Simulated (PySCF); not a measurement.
**The bond of ZnSi+, level by level**

What are the lowest state that PBE0 finds, the bond length, vibrational wavenumber and bond energy of ZnSi+, and how much do these hang on the method?

Computed with PySCF 2.14.0. Level: Zn def2-SVPD, Si def2-SVPD, no relativity.

### Step 1. Set-up

Settings of the job:

* atoms: Zn, Si
* charge: 1
* basis: Zn def2-SVPD, Si def2-SVPD
* Hamiltonian: no relativity
* basis functions: 58
* electrons treated: 43
* masses in u: 63.9291, 27.9769
* levels: PBE0, PBE, r²SCAN, PBEsol, TPSS, revPBE, HSE06, HF, MP2, SCS-MP2, CCSD, CCSD(T)
* grid: 80 radial by 434 angular points
* occupations: held fixed by the projection of orbital angular momentum
* dissociation limit: Zn + Si+, each in its ground configuration
* starting distance in angstrom: 2.405
* values of 2S to try: 1, 3

Started as:

```
OMP_NUM_THREADS=1 python dia.py task.json out
```

The runs that follow: The PBE0 curve of the state that the search chose; Higher solutions at PBE0; PBE (GGA); r²SCAN; PBEsol; TPSS; revPBE (GGA); HSE06 (range-separated hybrid); UHF (mean field); Adding correlation.

Before running it: what results should come out? Wanted: for each run, Re; ωe; De; μ.

As calculated:

Lowest PBE0 solution found, without spin–orbit coupling: ²Π (doublet), unpaired electrons π ↑. State 2 has its PBE0 minimum 1.19 eV higher. State 3 has its PBE0 minimum 1.57 eV higher. The other levels ran on the lowest alone.

```
      level  Re (Å)  ωe (cm⁻¹)  De (eV)  μ (D)
   UHF-CCSD   2.576      232.8     1.67    n/a
UHF-CCSD(T)   2.564      240.5     1.75    n/a
        PBE   2.505      245.2     2.24   1.01
     PBEsol   2.471      256.6     2.37   0.96
     revPBE   2.528      238.5     2.17   0.91
       TPSS   2.502      246.9     2.32   0.61
     r²SCAN   2.478      255.6     2.31   0.60
       PBE0   2.520      246.1     2.13   0.63
      HSE06   2.519      245.1     2.11   0.74
```

De is counted to Zn + Si+ in their ground configurations. A positive dipole points from Zn to Si; in an ion it is taken about the centre of mass and does not tell which atom is negative. No constants: UHF (the points don't follow one smooth fit); UHF-MP2 (the points don't follow one smooth fit); UHF-SCS-MP2 (the points don't follow one smooth fit).

Differences from CCSD(T) in the same basis:

```
   level  Re (mÅ)  ωe (%)
UHF-CCSD      +11    -3.2
     PBE      -60    +1.9
  PBEsol      -94    +6.7
  revPBE      -37    -0.9
    TPSS      -62    +2.6
  r²SCAN      -86    +6.3
    PBE0      -44    +2.3
   HSE06      -45    +1.9
```

What this shows: Judged by CCSD(T) in the same basis: best bond length UHF-CCSD (+11 mÅ), worst PBEsol (-94 mÅ); best wavenumber revPBE (-0.9 %), worst PBEsol (+6.7 %). CCSD(T) in a basis this small is itself some way from its limit, more so than the functionals. Of the levels with a De here, UHF-CCSD gives the least (1.67 eV) and PBEsol the most (2.37 eV).

Correlated steps freeze 10 core orbitals.
